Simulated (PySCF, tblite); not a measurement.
# C₆H₁₃NOSi: geometry, infrared bands and NMR shifts

What infrared bands and NMR shifts should C₆H₁₃NOSi (`CN(C)C(=O)C/C=C\[SiH3]`) show?

Computed with tblite 0.8.0 and PySCF 2.14.0, with density-fitted response routines of our own, on a single molecule in the gas phase. Atoms count from 0, in the outputs and in this text.

## (1) The starting structure

22 atoms, charge 0, multiplicity 1; geometry from: force field or distance geometry start.

Bonds of the start (Å): C0–N1 1.46, N1–C2 1.43, N1–C3 1.40, C3–O4 1.28, C3–C5 1.46, C5–C6 1.49, C6–C7 1.33, C7–Si8 1.84, C0–H9 1.10, C0–H10 1.11, C0–H11 1.12, C2–H12 1.09, C2–H13 1.14, C2–H14 1.12, C5–H15 1.13, C5–H16 1.11, C6–H17 1.10, C7–H18 1.10, Si8–H19 1.47, Si8–H20 1.45, Si8–H21 1.48.

## (2) Optimising the geometry with GFN2-xTB

What the job is given:

```
{"job": {"kind": "relax", "xc": "GFN2-xTB", "basis": "xTB"}, "charge": 0, "multiplicity": 1}
C     -3.031000    -0.674200    -0.143300
N     -1.642500    -0.275700     0.093400
C     -1.424200     1.082200     0.495300
C     -0.672600    -1.272800    -0.101800
O     -1.125300    -2.411500    -0.480100
C      0.768900    -1.197500     0.089500
C      1.366500    -0.494900    -1.080500
C      2.223100     0.522000    -0.978100
Si     2.806200     1.208900     0.623200
H     -3.748100     0.105900     0.147300
H     -3.201400    -1.597700     0.449900
H     -3.092100    -0.923700    -1.232700
H     -0.399200     1.429000     0.356300
H     -2.030100     1.782400    -0.170800
H     -1.784000     1.333400     1.526900
H      1.242100    -2.224700     0.155100
H      1.030200    -0.715100     1.054700
H      1.105600    -0.821500    -2.094100
H      2.625400     1.008900    -1.875600
H      3.921000     0.377900     1.107400
H      3.307500     2.553300     0.402800
H      1.743500     1.224700     1.654400
```

Launch:

```sh
> OMP_NUM_THREADS=1 python probes_run.py task.json out
```

The driver reads the jobs from task.json and runs them one after another.

**Question.** This job is followed by: GFN2-xTB harmonic vibrations, gas phase; GIAO PBE0/pcSseg-1 NMR shielding, non-relativistic, gas phase. What will the session give for the following? strongest single infrared mode (GFN2-xTB); zero-point energy (GFN2-xTB); 13C shifts against TMS (PBE0/pcSseg-1); 1H shifts against TMS (PBE0/pcSseg-1, means over atoms taken as alike); 15N shifts against NH3 (PBE0/pcSseg-1); 17O shifts against H2O (PBE0/pcSseg-1); 29Si shifts against TMS (PBE0/pcSseg-1).

**Answer**, as computed:

```
                                                              quantity                                      value
                             strongest single infrared mode (GFN2-xTB)                      1721 cm⁻¹, 524 km/mol
                                          zero-point energy (GFN2-xTB)                             109.0 kcal/mol
                                13C shifts against TMS (PBE0/pcSseg-1)  170.9, 159.3, 125.1, 46.8, 36.8, 35.9 ppm
1H shifts against TMS (PBE0/pcSseg-1, means over atoms taken as alike)     6.95, 6.05, 4.15, 3.18, 3.08, 3.04 ppm
                                15N shifts against NH3 (PBE0/pcSseg-1)                                  119.7 ppm
                                17O shifts against H2O (PBE0/pcSseg-1)                                  425.5 ppm
                               29Si shifts against TMS (PBE0/pcSseg-1)                                  -90.0 ppm
```

In words: Over 144 steps the energy fell by 0.787 eV; of the close pairs, C3–C5 changed most, 1.456 to 1.525 Å. No mode is imaginary among the 60: a minimum at this level. The strongest single mode, at 1721 cm⁻¹, moves mainly C3 and O4. Unscaled tight-binding wavenumbers are off by several per cent, some by more. Its intensities can rank the bands wrongly. At PBE0/pcSseg-1: The largest span, 678 ppm, is at O4, where the paramagnetic term is -489 ppm.
